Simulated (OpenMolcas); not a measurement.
**Au²⁺ among point charges: CASSCF and CASPT2 levels and susceptibility**

How does a field of 4 point charges split the states of Au²⁺, and what χT follows?

Program: OpenMolcas 26.06. Level of theory: state-averaged CASSCF and CASPT2, spin-orbit coupling by RASSI with atomic mean-field integrals. These are calculated values, not measurements, unless marked.

**1. Starting point**

```
Species                           : Au²⁺ (gold, Z = 79, 77 electrons)
Basis                             : ANO-RCC-VDZP [7s6p4d2f], 59 functions
Scalar Hamiltonian                : DKH2, point nucleus
Inactive shells                   : 1s 2s 2p 3s 3p 3d 4s 4p 4d 4f 5s 5p
Active space                      : 9 electrons in 5 orbitals (5d)
Some configurations of this space : 5d⁹
Orbitals                          : optimised for each spin and parity, averaged over all roots
```

The outer shells:

5d9
```
5d [↑↓][↑↓][↑↓][↑↓][↑ ]
```

The ion sits among 4 point charges of -2 e arranged as a square (D4h), 1.87 Å from the ion.

The work runs as a chain of OpenMolcas steps in one folder; each step below is one input file. Labels, J, g values, rates, χT and fits are worked out afterwards by a script from the matrices that RASSI stores. The input lists half of the charges; inversion (Group=XYZ) makes the rest.

**2. GATEWAY and SEWARD: basis and integrals**

a.inp reads:

```
&GATEWAY
Coord
1

Au 0.0 0.0 0.0
Basis=ANO-RCC-VDZP
Group=XYZ
NoMove
AngMom=0.0 0.0 0.0
AMFI
XField
2 Angstrom 0
1.870000 0.000000 0.000000 -2.000000
0.000000 1.870000 0.000000 -2.000000
&SEWARD
```

Launch:

```
$ OMP_NUM_THREADS=1 MOLCAS_MEM=1689 MOLCAS_PROJECT=a pymolcas a.inp > a.log
```

**3. Reference wave functions, doublets of even parity, 5 roots**

a.inp reads:

```
&RASSCF
FileOrb=start.orb
Symmetry=1
Spin=2
nActEl=9 0 0
Inactive=15 19
Ras2=5 0
CIRoot=5 5 1
SDav=5
CIMx=300
Iter=120 100
PrWF=0.3
OrbListing=Nothing
MaxOrb=0
>>> COPY $Project.JobIph JOB001
```

start.orb holds the contracted functions of the basis, ordered by shell, or the orbitals of the step before.

**4. State interaction with spin-orbit coupling**

a.inp reads:

```
&RASSI
NrOfJobIphs=1 5
1 2 3 4 5
IphNames
JOB001
EJob
SpinOrbit
DIPRint=1.0
SOCoupling=1000.0
Subsets=2
Property=9
'ANGMOM' 1 'ANGMOM' 2 'ANGMOM' 3 'MLTPL  1' 1 'MLTPL  1' 2 'MLTPL  1' 3
'AMFI' 1 'AMFI' 2 'AMFI' 3
SOProperty=3
'ANGMOM' 1 'ANGMOM' 2 'ANGMOM' 3
```

**5. CASPT2: IPEA 0.25, imaginary shift 0.1 (closed shells correlated: 5s 5p)**

a.inp reads:

```
>>> COPY JOB001 $Project.JobIph
&CASPT2
Multistate=5 1 2 3 4 5
NoMult
Frozen=14 16
IPEA=0.25
Imaginary=0.1
MaxIter=60
WThr=0.0 0.3 0.05
PrWF=0.5
NoMix
```

(Steps that only read results are left out.)

Q: Predict the outcome of this session. Wanted: spin-free ground state; first state of the same spin within the active space; lowest level; next level.

**Answer**, as computed:

```
                                            quantity                                                                        value
                                              method  SS-CASPT2, IPEA 0.25, imaginary shift 0.1 (closed shells correlated: 5s 5p)
                              spin-free ground state                                              2B1, 1-fold in its orbital part
first state of the same spin within the active space                                                            2B2 at 13700 cm⁻¹
                                        lowest level                                            2-fold E3/2, g = 1.85, 1.85, 4.41
                                          next level                                                                 16676.0 cm⁻¹
                                         χT at 300 K                                                               0.84 cm³ K/mol
                           effective moment at 300 K                                                                      2.59 μB
```

Cost by method:

```tsv
method	time of its own steps	time with the reference
A. CASSCF	2.6 s	2.6 s
B. SS-CASPT2, IPEA 0.25, imaginary shift 0.1, +5s 5p	0.77 s	3.4 s
```

Times are of one thread on a shared host.

In words: The spin-free ground state (2B1) comes to 100 % from free-ion D terms and keeps the highest spin of the shell. χT at 300 K is 0.84, against 0.38 cm³ K/mol for the spin alone, so orbital moment adds to it. The field of point charges can differ much from that of real complexes. This is an electrostatic model: the charges have no orbitals.
